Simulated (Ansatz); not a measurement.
**AsH₃+ (doublet): B3LYP, r2SCAN0 over a scan of the distance As1–H3, 6-31G**

Aim: run AsH₃+ (doublet) with these functionals over a scan of the distance As1–H3, and hold them against the top wave-function level at the same points.

Program: Ansatz 0.2.0, Gaussian basis. Level of theory: 6-31G, all electrons in the functionals. These are calculated values, not measurements.

The runs, in order: B3LYP, r2SCAN0, at 1.226 Å; 1.340 Å; 1.497 Å; 1.678 Å; 1.806 Å; 2.024 Å; 2.343 Å; 2.767 Å; 3.246 Å; 4.068 Å; 5.137 Å.

15 further runs of the same task are left out: 1 for a known fault of the program, 10 that didn't finish, 4 set aside as unsound or not needed.

### 1 The system

The geometry derives from a PBE0/def2-TZVP stationary point (not a proven minimum). One bond is set to the value named and the two fragments are kept rigid. No spin-orbit coupling is included. The filled d shell of As may be among the frozen orbitals whatever the setting's name suggests; the logs give the count.

4 atoms, charge 1, spin multiplicity 2.

Atoms are counted from 1 here; the program's logs count them from 0.

Bond lengths: As1–H2 1.497 Å, As1–H3 1.497 Å, As1–H4 1.497 Å. Angles: H2–As1–H3 112.5°, H2–As1–H4 112.5°, H3–As1–H4 112.5°.

Coordinates:

```xyz
4
AsH3
As    0.00005   -0.00001   -0.01619
H     1.43617    0.01375    0.40593
H    -0.73171    1.23854    0.39769
H    -0.70847   -1.25131    0.39980
```

No dispersion term is added. B3LYP takes the VWN-RPA correlation.

The geometry shown and the zero of energy belong to the point 1.497 Å. The yardstick, FCI, and other wave-function levels (R restricted, U unrestricted, valence and pair active spaces) come from earlier runs.

### 2 B3LYP, 1.226 Å

in.yaml reads:

```yaml
crystal:
  periodic: [false, false, false]
  atoms:
    - {symbol: As, position_ang: [-0.001659, 0.002886, -0.015221]}
    - {symbol: H, position_ang: [1.434453, 0.016648, 0.406901]}
    - {symbol: H, position_ang: [-0.600983, 1.017273, 0.323754]}
    - {symbol: H, position_ang: [-0.710184, -1.248408, 0.400771]}
basis:
  gaussian: {orbitals: 6-31G}
total_charge: 1
magnetization: {spin_polarized: true, initial_magnetization: 1}
hamiltonian: {xc: {name: B3LYP}}
```

Started as:

```bash
$ ansatz run in.yaml --threads 1 --pin off --events-out ev --progress --plain --max-ram 2393MiB
```

Log:

```text
Functional definition: B3LYP
  name "B3LYP"
  cite "Stephens, Devlin, Chabalowski & Frisch, J. Phys. Chem. 98, 11623 (1994) doi:10.1021/j100096a001"
  cite "Becke, Phys. Rev. A 38, 3098 (1988) doi:10.1103/PhysRevA.38.3098"
  cite "Lee, Yang & Parr, Phys. Rev. B 37, 785 (1988) doi:10.1103/PhysRevB.37.785"
  cite "Vosko, Wilk & Nusair, Can. J. Phys. 58, 1200 (1980) doi:10.1139/p80-159"
  parameter a0 = 0.2
  parameter ax = 0.72
  parameter ac = 0.81
  exchange = (1 - a0 - ax)*slater_x + ax*b88_x + a0*exact_x
  correlation = (1 - ac)*vwn_rpa_c + ac*lyp_c
346 factors; integrals over basis functions are off by at most 6.0e-4 eV
mean field evaluation 1: about -60869.8157 eV, gradient 6.8e0 eV
mean field evaluation 2: about -60870.0767 eV, gradient 4.6e0 eV
mean field evaluation 4: about -60870.1708 eV, gradient 1.6e-1 eV
mean field evaluation 8: about -60870.1764 eV, gradient 2.0e-3 eV
mean field -60870.17639643 eV, -2236.9377232813 hartree, gradient 1.0e-5 eV, S^2 0.750933; 0 other end points of the search recorded, 0 dependent functions left out
reference -60870.17656375 eV, -2236.9377294302 hartree; 18, 17 occupied and 17, 18 virtual orbitals, 346 factors
Total energy: -60870.17656375 eV, -2236.9377294302 hartree
```

Wall time 0.78 s (1 thread of Arm Neoverse V2, shared host).

From the report: ⟨S²⟩ of the determinant 0.751 (pure doublet: 0.75).

### 3 B3LYP, 1.340 Å

in.yaml reads:

```yaml
crystal:
  periodic: [false, false, false]
  atoms:
    - {symbol: As, position_ang: [-0.000938, 0.001666, -0.015629]}
    - {symbol: H, position_ang: [1.435174, 0.015427, 0.406493]}
    - {symbol: H, position_ang: [-0.655990, 1.110377, 0.354866]}
    - {symbol: H, position_ang: [-0.709464, -1.249627, 0.400363]}
basis:
  gaussian: {orbitals: 6-31G}
total_charge: 1
magnetization: {spin_polarized: true, initial_magnetization: 1}
hamiltonian: {xc: {name: B3LYP}}
```

Launched as before.

Log, shortened:

```text
Functional definition: B3LYP
  name "B3LYP"
  cite "Stephens, Devlin, Chabalowski & Frisch, J. Phys. Chem. 98, 11623 (1994) doi:10.1021/j100096a001"
  cite "Becke, Phys. Rev. A 38, 3098 (1988) doi:10.1103/PhysRevA.38.3098"
  cite "Lee, Yang & Parr, Phys. Rev. B 37, 785 (1988) doi:10.1103/PhysRevB.37.785"
  cite "Vosko, Wilk & Nusair, Can. J. Phys. 58, 1200 (1980) doi:10.1139/p80-159"
[...]
346 factors; integrals over basis functions are off by at most 5.0e-4 eV
[...]
mean field -60870.99850733 eV, -2236.9679352997 hartree, gradient 1.3e-5 eV, S^2 0.750877; 0 other end points of the search recorded, 0 dependent functions left out
reference -60870.99867356 eV, -2236.9679414087 hartree; 18, 17 occupied and 17, 18 virtual orbitals, 346 factors
Total energy: -60870.99867356 eV, -2236.9679414087 hartree
```

It took 0.75 s on 1 thread of Arm Neoverse V2, shared host.

From the report: ⟨S²⟩ of the determinant 0.751 (pure doublet: 0.75).

### 4 B3LYP, 1.497 Å

in.yaml reads:

```yaml
crystal:
  periodic: [false, false, false]
  atoms:
    - {symbol: As, position_ang: [0.000054, -0.000013, -0.016190]}
    - {symbol: H, position_ang: [1.436166, 0.013750, 0.405932]}
    - {symbol: H, position_ang: [-0.731713, 1.238539, 0.397694]}
    - {symbol: H, position_ang: [-0.708471, -1.251307, 0.399802]}
basis:
  gaussian: {orbitals: 6-31G}
total_charge: 1
magnetization: {spin_polarized: true, initial_magnetization: 1}
hamiltonian: {xc: {name: B3LYP}}
```

The command is unchanged.

Log, shortened:

```text
Functional definition: B3LYP
  name "B3LYP"
  cite "Stephens, Devlin, Chabalowski & Frisch, J. Phys. Chem. 98, 11623 (1994) doi:10.1021/j100096a001"
  cite "Becke, Phys. Rev. A 38, 3098 (1988) doi:10.1103/PhysRevA.38.3098"
  cite "Lee, Yang & Parr, Phys. Rev. B 37, 785 (1988) doi:10.1103/PhysRevB.37.785"
  cite "Vosko, Wilk & Nusair, Can. J. Phys. 58, 1200 (1980) doi:10.1139/p80-159"
[...]
346 factors; integrals over basis functions are off by at most 4.2e-4 eV
[...]
mean field -60871.32576966 eV, -2236.9799619685 hartree, gradient 2.8e-5 eV, S^2 0.750805; 0 other end points of the search recorded, 0 dependent functions left out
reference -60871.32593945 eV, -2236.9799682080 hartree; 18, 17 occupied and 17, 18 virtual orbitals, 346 factors
Total energy: -60871.32593945 eV, -2236.9799682080 hartree
```

It took 0.75 s on 1 thread of Arm Neoverse V2, shared host.

From the report: ⟨S²⟩ of the determinant 0.751 (pure doublet: 0.75).

### 5 B3LYP, 1.678 Å

in.yaml reads:

```yaml
crystal:
  periodic: [false, false, false]
  atoms:
    - {symbol: As, position_ang: [0.001199, -0.001951, -0.016837]}
    - {symbol: H, position_ang: [1.437311, 0.011812, 0.405285]}
    - {symbol: H, position_ang: [-0.819085, 1.386419, 0.447111]}
    - {symbol: H, position_ang: [-0.707326, -1.253245, 0.399155]}
basis:
  gaussian: {orbitals: 6-31G}
total_charge: 1
magnetization: {spin_polarized: true, initial_magnetization: 1}
hamiltonian: {xc: {name: B3LYP}}
```

The command is unchanged.

Log, shortened:

```text
Functional definition: B3LYP
  name "B3LYP"
  cite "Stephens, Devlin, Chabalowski & Frisch, J. Phys. Chem. 98, 11623 (1994) doi:10.1021/j100096a001"
  cite "Becke, Phys. Rev. A 38, 3098 (1988) doi:10.1103/PhysRevA.38.3098"
  cite "Lee, Yang & Parr, Phys. Rev. B 37, 785 (1988) doi:10.1103/PhysRevB.37.785"
  cite "Vosko, Wilk & Nusair, Can. J. Phys. 58, 1200 (1980) doi:10.1139/p80-159"
[...]
346 factors; integrals over basis functions are off by at most 4.3e-4 eV
[...]
mean field -60871.10564751 eV, -2236.9718726288 hartree, gradient 4.4e-5 eV, S^2 0.750689; 0 other end points of the search recorded, 0 dependent functions left out
reference -60871.10582249 eV, -2236.9718790589 hartree; 18, 17 occupied and 17, 18 virtual orbitals, 346 factors
Total energy: -60871.10582249 eV, -2236.9718790589 hartree
```

Wall time 0.75 s (1 thread of Arm Neoverse V2, shared host).

From the report: ⟨S²⟩ of the determinant 0.751 (pure doublet: 0.75).

From 1.497 Å: +0.220 eV.

### 6 B3LYP, 1.806 Å

in.yaml reads:

```yaml
crystal:
  periodic: [false, false, false]
  atoms:
    - {symbol: As, position_ang: [0.002008, -0.003320, -0.017295]}
    - {symbol: H, position_ang: [1.438120, 0.010443, 0.404827]}
    - {symbol: H, position_ang: [-0.880848, 1.490956, 0.482044]}
    - {symbol: H, position_ang: [-0.706517, -1.254614, 0.398697]}
basis:
  gaussian: {orbitals: 6-31G}
total_charge: 1
magnetization: {spin_polarized: true, initial_magnetization: 1}
hamiltonian: {xc: {name: B3LYP}}
```

Same command.

Log, shortened:

```text
Functional definition: B3LYP
  name "B3LYP"
  cite "Stephens, Devlin, Chabalowski & Frisch, J. Phys. Chem. 98, 11623 (1994) doi:10.1021/j100096a001"
  cite "Becke, Phys. Rev. A 38, 3098 (1988) doi:10.1103/PhysRevA.38.3098"
  cite "Lee, Yang & Parr, Phys. Rev. B 37, 785 (1988) doi:10.1103/PhysRevB.37.785"
  cite "Vosko, Wilk & Nusair, Can. J. Phys. 58, 1200 (1980) doi:10.1139/p80-159"
[...]
346 factors; integrals over basis functions are off by at most 4.4e-4 eV
[...]
mean field -60870.77229749 eV, -2236.9596222413 hartree, gradient 2.0e-5 eV, S^2 0.750564; 0 other end points of the search recorded, 0 dependent functions left out
reference -60870.77247505 eV, -2236.9596287665 hartree; 18, 17 occupied and 17, 18 virtual orbitals, 346 factors
Total energy: -60870.77247505 eV, -2236.9596287665 hartree
```

Run time: 0.82 s. Hardware: 1 thread of Arm Neoverse V2, shared host.

From the report: ⟨S²⟩ of the determinant 0.751 (pure doublet: 0.75).

From 1.497 Å: +0.553 eV.

### 7 B3LYP, 2.024 Å

in.yaml reads:

```yaml
crystal:
  periodic: [false, false, false]
  atoms:
    - {symbol: As, position_ang: [0.003386, -0.005653, -0.018075]}
    - {symbol: H, position_ang: [1.439498, 0.008110, 0.404047]}
    - {symbol: H, position_ang: [-0.986039, 1.668996, 0.541539]}
    - {symbol: H, position_ang: [-0.705139, -1.256947, 0.397917]}
basis:
  gaussian: {orbitals: 6-31G}
total_charge: 1
magnetization: {spin_polarized: true, initial_magnetization: 1}
hamiltonian: {xc: {name: B3LYP}}
```

The command is unchanged.

Log, shortened:

```text
Functional definition: B3LYP
  name "B3LYP"
  cite "Stephens, Devlin, Chabalowski & Frisch, J. Phys. Chem. 98, 11623 (1994) doi:10.1021/j100096a001"
  cite "Becke, Phys. Rev. A 38, 3098 (1988) doi:10.1103/PhysRevA.38.3098"
  cite "Lee, Yang & Parr, Phys. Rev. B 37, 785 (1988) doi:10.1103/PhysRevB.37.785"
  cite "Vosko, Wilk & Nusair, Can. J. Phys. 58, 1200 (1980) doi:10.1139/p80-159"
[...]
347 factors; integrals over basis functions are off by at most 4.5e-4 eV
[...]
mean field -60870.09613203 eV, -2236.9347736189 hartree, gradient 1.9e-5 eV, S^2 0.751017; 0 other end points of the search recorded, 0 dependent functions left out
reference -60870.09631302 eV, -2236.9347802704 hartree; 18, 17 occupied and 17, 18 virtual orbitals, 347 factors
Total energy: -60870.09631302 eV, -2236.9347802704 hartree
```

Run time: 0.84 s. Hardware: 1 thread of Arm Neoverse V2, shared host.

From the report: ⟨S²⟩ of the determinant 0.751 (pure doublet: 0.75).

From 1.497 Å: +1.230 eV.

### 8 B3LYP, 2.343 Å

in.yaml reads:

```yaml
crystal:
  periodic: [false, false, false]
  atoms:
    - {symbol: As, position_ang: [0.005402, -0.009066, -0.019215]}
    - {symbol: H, position_ang: [1.441514, 0.004697, 0.402907]}
    - {symbol: H, position_ang: [-1.139964, 1.929522, 0.628598]}
    - {symbol: H, position_ang: [-0.703123, -1.260360, 0.396777]}
basis:
  gaussian: {orbitals: 6-31G}
total_charge: 1
magnetization: {spin_polarized: true, initial_magnetization: 1}
hamiltonian: {xc: {name: B3LYP}}
```

The command is unchanged.

Log, shortened:

```text
Functional definition: B3LYP
  name "B3LYP"
  cite "Stephens, Devlin, Chabalowski & Frisch, J. Phys. Chem. 98, 11623 (1994) doi:10.1021/j100096a001"
  cite "Becke, Phys. Rev. A 38, 3098 (1988) doi:10.1103/PhysRevA.38.3098"
  cite "Lee, Yang & Parr, Phys. Rev. B 37, 785 (1988) doi:10.1103/PhysRevB.37.785"
  cite "Vosko, Wilk & Nusair, Can. J. Phys. 58, 1200 (1980) doi:10.1139/p80-159"
[...]
349 factors; integrals over basis functions are off by at most 4.6e-4 eV
[...]
mean field -60869.18356178 eV, -2236.9012372810 hartree, gradient 1.1e-5 eV, S^2 0.805512; 2 other end points of the search recorded, 0 dependent functions left out
reference -60869.18374655 eV, -2236.9012440710 hartree; 18, 17 occupied and 17, 18 virtual orbitals, 349 factors
Total energy: -60869.18374655 eV, -2236.9012440710 hartree
```

It took 0.96 s on 1 thread of Arm Neoverse V2, shared host.

From the report: ⟨S²⟩ of the determinant 0.806 (pure doublet: 0.75).

From 1.497 Å: +2.142 eV.

### 9 B3LYP, 2.767 Å

in.yaml reads:

```yaml
crystal:
  periodic: [false, false, false]
  atoms:
    - {symbol: As, position_ang: [0.008083, -0.013602, -0.020731]}
    - {symbol: H, position_ang: [1.444195, 0.000161, 0.401391]}
    - {symbol: H, position_ang: [-1.344554, 2.275801, 0.744313]}
    - {symbol: H, position_ang: [-0.700442, -1.264896, 0.395261]}
basis:
  gaussian: {orbitals: 6-31G}
total_charge: 1
magnetization: {spin_polarized: true, initial_magnetization: 1}
hamiltonian: {xc: {name: B3LYP}}
```

Same command.

Log, shortened:

```text
Functional definition: B3LYP
  name "B3LYP"
  cite "Stephens, Devlin, Chabalowski & Frisch, J. Phys. Chem. 98, 11623 (1994) doi:10.1021/j100096a001"
  cite "Becke, Phys. Rev. A 38, 3098 (1988) doi:10.1103/PhysRevA.38.3098"
  cite "Lee, Yang & Parr, Phys. Rev. B 37, 785 (1988) doi:10.1103/PhysRevB.37.785"
  cite "Vosko, Wilk & Nusair, Can. J. Phys. 58, 1200 (1980) doi:10.1139/p80-159"
[...]
348 factors; integrals over basis functions are off by at most 4.7e-4 eV
[...]
mean field -60868.52247349 eV, -2236.8769427344 hartree, gradient 3.1e-5 eV, S^2 0.943296; 0 other end points of the search recorded, 0 dependent functions left out
reference -60868.52266450 eV, -2236.8769497539 hartree; 18, 17 occupied and 17, 18 virtual orbitals, 348 factors
Total energy: -60868.52266450 eV, -2236.8769497539 hartree
```

Wall time 0.87 s (1 thread of Arm Neoverse V2, shared host).

From the report: ⟨S²⟩ of the determinant 0.943 (pure doublet: 0.75).

From 1.497 Å: +2.803 eV.

### 10 B3LYP, 3.246 Å

in.yaml reads:

```yaml
crystal:
  periodic: [false, false, false]
  atoms:
    - {symbol: As, position_ang: [0.011111, -0.018727, -0.022444]}
    - {symbol: H, position_ang: [1.447223, -0.004964, 0.399678]}
    - {symbol: H, position_ang: [-1.575684, 2.666999, 0.875039]}
    - {symbol: H, position_ang: [-0.697414, -1.270021, 0.393548]}
basis:
  gaussian: {orbitals: 6-31G}
total_charge: 1
magnetization: {spin_polarized: true, initial_magnetization: 1}
hamiltonian: {xc: {name: B3LYP}}
```

The command is unchanged.

Log, shortened:

```text
Functional definition: B3LYP
  name "B3LYP"
  cite "Stephens, Devlin, Chabalowski & Frisch, J. Phys. Chem. 98, 11623 (1994) doi:10.1021/j100096a001"
  cite "Becke, Phys. Rev. A 38, 3098 (1988) doi:10.1103/PhysRevA.38.3098"
  cite "Lee, Yang & Parr, Phys. Rev. B 37, 785 (1988) doi:10.1103/PhysRevB.37.785"
  cite "Vosko, Wilk & Nusair, Can. J. Phys. 58, 1200 (1980) doi:10.1139/p80-159"
[...]
349 factors; integrals over basis functions are off by at most 4.7e-4 eV
[...]
mean field -60868.24100235 eV, -2236.8665988608 hartree, gradient 4.8e-5 eV, S^2 0.940107; 2 other end points of the search recorded, 0 dependent functions left out
reference -60868.24120351 eV, -2236.8666062533 hartree; 18, 17 occupied and 17, 18 virtual orbitals, 349 factors
Total energy: -60868.24120351 eV, -2236.8666062533 hartree
```

Run time: 0.99 s. Hardware: 1 thread of Arm Neoverse V2, shared host.

From the report: ⟨S²⟩ of the determinant 0.940 (pure doublet: 0.75).

From 1.497 Å: +3.085 eV.

### 11 B3LYP, 4.068 Å

in.yaml reads:

```yaml
crystal:
  periodic: [false, false, false]
  atoms:
    - {symbol: As, position_ang: [0.016307, -0.027522, -0.025383]}
    - {symbol: H, position_ang: [1.452419, -0.013759, 0.396739]}
    - {symbol: H, position_ang: [-1.972319, 3.338323, 1.099374]}
    - {symbol: H, position_ang: [-0.692218, -1.278816, 0.390609]}
basis:
  gaussian: {orbitals: 6-31G}
total_charge: 1
magnetization: {spin_polarized: true, initial_magnetization: 1}
hamiltonian: {xc: {name: B3LYP}}
```

Launched as before.

Log, shortened:

```text
Functional definition: B3LYP
  name "B3LYP"
  cite "Stephens, Devlin, Chabalowski & Frisch, J. Phys. Chem. 98, 11623 (1994) doi:10.1021/j100096a001"
  cite "Becke, Phys. Rev. A 38, 3098 (1988) doi:10.1103/PhysRevA.38.3098"
  cite "Lee, Yang & Parr, Phys. Rev. B 37, 785 (1988) doi:10.1103/PhysRevB.37.785"
  cite "Vosko, Wilk & Nusair, Can. J. Phys. 58, 1200 (1980) doi:10.1139/p80-159"
[...]
347 factors; integrals over basis functions are off by at most 4.7e-4 eV
[...]
mean field -60868.08073630 eV, -2236.8607091922 hartree, gradient 2.7e-5 eV, S^2 0.875232; 2 other end points of the search recorded, 0 dependent functions left out
reference -60868.08096333 eV, -2236.8607175352 hartree; 18, 17 occupied and 17, 18 virtual orbitals, 347 factors
Total energy: -60868.08096333 eV, -2236.8607175352 hartree
```

Wall time 1.3 s (1 thread of Arm Neoverse V2, shared host).

From the report: ⟨S²⟩ of the determinant 0.875 (pure doublet: 0.75).

From 1.497 Å: +3.245 eV.

### 12 B3LYP, 5.137 Å

in.yaml reads:

```yaml
crystal:
  periodic: [false, false, false]
  atoms:
    - {symbol: As, position_ang: [0.023065, -0.038960, -0.029205]}
    - {symbol: H, position_ang: [1.459177, -0.025197, 0.392917]}
    - {symbol: H, position_ang: [-2.488138, 4.211371, 1.391118]}
    - {symbol: H, position_ang: [-0.685460, -1.290254, 0.386787]}
basis:
  gaussian: {orbitals: 6-31G}
total_charge: 1
magnetization: {spin_polarized: true, initial_magnetization: 1}
hamiltonian: {xc: {name: B3LYP}}
```

The command is unchanged.

Log, shortened:

```text
Functional definition: B3LYP
  name "B3LYP"
  cite "Stephens, Devlin, Chabalowski & Frisch, J. Phys. Chem. 98, 11623 (1994) doi:10.1021/j100096a001"
  cite "Becke, Phys. Rev. A 38, 3098 (1988) doi:10.1103/PhysRevA.38.3098"
  cite "Lee, Yang & Parr, Phys. Rev. B 37, 785 (1988) doi:10.1103/PhysRevB.37.785"
  cite "Vosko, Wilk & Nusair, Can. J. Phys. 58, 1200 (1980) doi:10.1139/p80-159"
[...]
346 factors; integrals over basis functions are off by at most 4.8e-4 eV
[...]
mean field -60868.05453760 eV, -2236.8597464077 hartree, gradient 6.6e-6 eV, S^2 0.816649; 2 other end points of the search recorded, 0 dependent functions left out
reference -60868.05478223 eV, -2236.8597553978 hartree; 18, 17 occupied and 17, 18 virtual orbitals, 346 factors
Total energy: -60868.05478223 eV, -2236.8597553978 hartree
```

Wall time 1.6 s (1 thread of Arm Neoverse V2, shared host).

From the report: ⟨S²⟩ of the determinant 0.817 (pure doublet: 0.75).

From 1.497 Å: +3.271 eV.

### 13 r2SCAN0, 1.226 Å

in.yaml reads:

```yaml
crystal:
  periodic: [false, false, false]
  atoms:
    - {symbol: As, position_ang: [-0.001659, 0.002886, -0.015221]}
    - {symbol: H, position_ang: [1.434453, 0.016648, 0.406901]}
    - {symbol: H, position_ang: [-0.600983, 1.017273, 0.323754]}
    - {symbol: H, position_ang: [-0.710184, -1.248408, 0.400771]}
basis:
  gaussian: {orbitals: 6-31G}
total_charge: 1
magnetization: {spin_polarized: true, initial_magnetization: 1}
hamiltonian: {xc: {name: r2SCAN0}}
```

Launched as before.

Log, shortened:

```text
Functional definition: r2SCAN0
  name "r2SCAN0"
  cite "Bursch, Neugebauer, Ehlert & Grimme, J. Chem. Phys. 156, 134105 (2022) doi:10.1063/5.0086040"
  cite "Furness, Kaplan, Ning, Perdew & Sun, J. Phys. Chem. Lett. 11, 8208 (2020) doi:10.1021/acs.jpclett.0c02405"
  cite "Furness, Kaplan, Ning, Perdew & Sun, J. Phys. Chem. Lett. 11, 9248 (2020) doi:10.1021/acs.jpclett.0c03077"
  parent r2scan
[...]
346 factors; integrals over basis functions are off by at most 6.0e-4 eV
[...]
mean field -60868.20434341 eV, -2236.8652516696 hartree, gradient 2.8e-5 eV, S^2 0.752622; 0 other end points of the search recorded, 0 dependent functions left out
reference -60868.20435061 eV, -2236.8652519340 hartree; 18, 17 occupied and 17, 18 virtual orbitals, 346 factors
Total energy: -60868.20435061 eV, -2236.8652519340 hartree
```

It took 1.6 s on 1 thread of Arm Neoverse V2, shared host.

From the report: ⟨S²⟩ of the determinant 0.753 (pure doublet: 0.75).

### 14 r2SCAN0, 1.340 Å

in.yaml reads:

```yaml
crystal:
  periodic: [false, false, false]
  atoms:
    - {symbol: As, position_ang: [-0.000938, 0.001666, -0.015629]}
    - {symbol: H, position_ang: [1.435174, 0.015427, 0.406493]}
    - {symbol: H, position_ang: [-0.655990, 1.110377, 0.354866]}
    - {symbol: H, position_ang: [-0.709464, -1.249627, 0.400363]}
basis:
  gaussian: {orbitals: 6-31G}
total_charge: 1
magnetization: {spin_polarized: true, initial_magnetization: 1}
hamiltonian: {xc: {name: r2SCAN0}}
```

The command is unchanged.

Log, shortened:

```text
Functional definition: r2SCAN0
  name "r2SCAN0"
  cite "Bursch, Neugebauer, Ehlert & Grimme, J. Chem. Phys. 156, 134105 (2022) doi:10.1063/5.0086040"
  cite "Furness, Kaplan, Ning, Perdew & Sun, J. Phys. Chem. Lett. 11, 8208 (2020) doi:10.1021/acs.jpclett.0c02405"
  cite "Furness, Kaplan, Ning, Perdew & Sun, J. Phys. Chem. Lett. 11, 9248 (2020) doi:10.1021/acs.jpclett.0c03077"
  parent r2scan
[...]
346 factors; integrals over basis functions are off by at most 5.0e-4 eV
[...]
mean field -60868.99974521 eV, -2236.8944821466 hartree, gradient 3.9e-5 eV, S^2 0.752504; 0 other end points of the search recorded, 0 dependent functions left out
reference -60868.99975233 eV, -2236.8944824083 hartree; 18, 17 occupied and 17, 18 virtual orbitals, 346 factors
Total energy: -60868.99975233 eV, -2236.8944824083 hartree
```

It took 1.6 s on 1 thread of Arm Neoverse V2, shared host.

From the report: ⟨S²⟩ of the determinant 0.753 (pure doublet: 0.75).

[end of part 1 of 2]
